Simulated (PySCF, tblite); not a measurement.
# C6H5ClNO radical: geometry, infrared bands and EPR parameters

What infrared bands and EPR parameters should C6H5ClNO radical (`COc1[c]cnc(Cl)c1`) show?

Computed with tblite 0.8.0 and PySCF 2.14.0, with density-fitted response routines of our own, on a single molecule in the gas phase. Atoms count from 0, in the outputs and in this text.

## 1. Starting geometry

14 atoms, charge 0, multiplicity 2; geometry from: force field or distance geometry start.

Bonds of the start (Å): C0–O1 1.41, O1–C2 1.38, C2–C3 1.38, C3–C4 1.38, C4–N5 1.35, N5–C6 1.35, C6–Cl7 1.72, C6–C8 1.38, C8–C2 1.39, C0–H9 1.10, C0–H10 1.10, C0–H11 1.09, C4–H12 1.08, C8–H13 1.08.

## 2. Optimising the geometry with GFN2-xTB

What the job is given:

```
{"job": {"kind": "relax", "xc": "GFN2-xTB", "basis": "xTB"}, "charge": 0, "multiplicity": 2}
C     -2.424900     0.214100     0.074400
O     -1.522600    -0.867400     0.070700
C     -0.183700    -0.574000    -0.072800
C      0.656300    -1.667000    -0.071800
C      2.015400    -1.460600    -0.208400
N      2.568000    -0.240400    -0.379700
C      1.719600     0.806200    -0.388000
Cl     2.472500     2.338400    -0.587300
C      0.349900     0.698200    -0.239100
H     -2.240600     0.900100     0.911500
H     -3.442700    -0.193100     0.208200
H     -2.416200     0.741500    -0.882300
H      2.705200    -2.292800    -0.200900
H     -0.256800     1.596200    -0.261600
```

The run is started by

```sh
$ OMP_NUM_THREADS=1 python probes_run.py task.json out
```

This one command runs all jobs of the session in turn.

**Question.** This job is followed by: GFN2-xTB harmonic vibrations, gas phase; UKS B3LYP, pcH-1 on C Cl H N O, non-relativistic, mean-field spin-orbit, GIAO. Predict these results of the whole session: strongest single infrared mode (GFN2-xTB); zero-point energy (GFN2-xTB); g(iso) (B3LYP); ⟨S²⟩; largest a(iso) (averaged by class); surface potential, 1st and 99th percentile.

As calculated:

```
                                 quantity                  value
strongest single infrared mode (GFN2-xTB)  1456 cm⁻¹, 410 km/mol
             zero-point energy (GFN2-xTB)          59.7 kcal/mol
                           g(iso) (B3LYP)                2.00213
                                     ⟨S²⟩     0.757 (exact 0.75)
       largest a(iso) (averaged by class)   13C on C3, 392.2 MHz
    surface potential, 1st and 99th percentile     -1.54 V and 1.34 V
```

**Reading.** The optimisation took 17 steps and gained 0.149 eV; among the close pairs (by a distance rule), O1–C2 changed most, from 1.378 to 1.341 Å. No mode is imaginary among the 36: a minimum at this level. The strongest single mode, at 1456 cm⁻¹, is carried by C2, C8, N5. GFN2-xTB is a fitted tight-binding method: band positions and strengths are rough. Its intensities can rank the bands wrongly. C3 carries the largest spin population, 0.99 e. The isotropic g lies 0.2 ppt below the free-electron value.
